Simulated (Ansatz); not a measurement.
# SrCd: the cost of one run

Method: DFT LDA, scalar-relativistic, in Ansatz 0.2.0.

## 1. The system as given

The structure is cubic, space group Pm-3m (No. 221). The conventional cell has a = 4.003 Å, b = 4.003 Å, c = 4.003 Å, α = 90.00°, β = 90.00°, γ = 90.00°. Around Sr (site symmetry m-3m) lie 8 Cd at 3.47 Å. Cd (site symmetry m-3m) is surrounded by 8 Sr at 3.47 Å.

Structure file:

```cif
data_structure
_symmetry_space_group_name_H-M 'Pm-3m'
_symmetry_Int_Tables_number 221
_cell_length_a 4.0030
_cell_length_b 4.0030
_cell_length_c 4.0030
_cell_angle_alpha 90.000
_cell_angle_beta 90.000
_cell_angle_gamma 90.000
_cell_volume 64.14
loop_
_atom_site_label
_atom_site_type_symbol
_atom_site_symmetry_multiplicity
_atom_site_Wyckoff_symbol
_atom_site_fract_x
_atom_site_fract_y
_atom_site_fract_z
_atom_site_occupancy
Sr1 Sr 1 b 0.50000 0.50000 0.50000 1
Cd1 Cd 1 a 0.00000 0.00000 0.00000 1
```

The file gives the conventional cell by its symmetry; the runs use the cell typed in the input.

The cell is a deposited one (Crystallography Open Database entry 2310286); the temperature and pressure of the measurement aren't taken into account, and nothing was relaxed.

Atoms are numbered in the order of the input: Sr1, Cd2.

## 2. Volume × 0.94, LAPW

input.yaml

```yaml
crystal:
  lattice:
    - [3.9212831932, 0.0, 0.0]
    - [0.0, 3.9212831932, 0.0]
    - [0.0, 0.0, 3.9212831932]
  atoms:
    - { symbol: Sr, position: [0.5, 0.5, 0.5] }
    - { symbol: Cd, position: [0.0, 0.0, 0.0] }
kpoints:
  mp_grid: { grid: [10, 10, 10] }
  band_path:
    path:
      - [0.0, 0.0, 0.0]
      - [0.0, 0.5, 0.0]
      - [0.5, 0.5, 0.0]
      - [0.0, 0.0, 0.0]
      - [0.5, 0.5, 0.5]
      - [0.0, 0.5, 0.0]
      - [0.5, 0.5, 0.5]
      - [0.5, 0.5, 0.0]
    npoints: 5
scf:
  occupations: { method: fermi_dirac, width: 0.08 }
hamiltonian:
  xc: lda
  pseudopotentials: { kind: all_electron, lapw: { basis_error: 0.0005 } }
output:
  forces: true
  stress: true
  eigenvalues: true
```

Started as:

```
> ansatz run input.yaml --threads 1 --pin off --max-ram 3072MiB --backend cpu --events-out ev --progress --plain --runs-dir out
```

Q: Estimate wall time and peak memory on 1 thread of Arm Neoverse N1, shared host.

About 27 s, with a peak of 0.35 GiB.
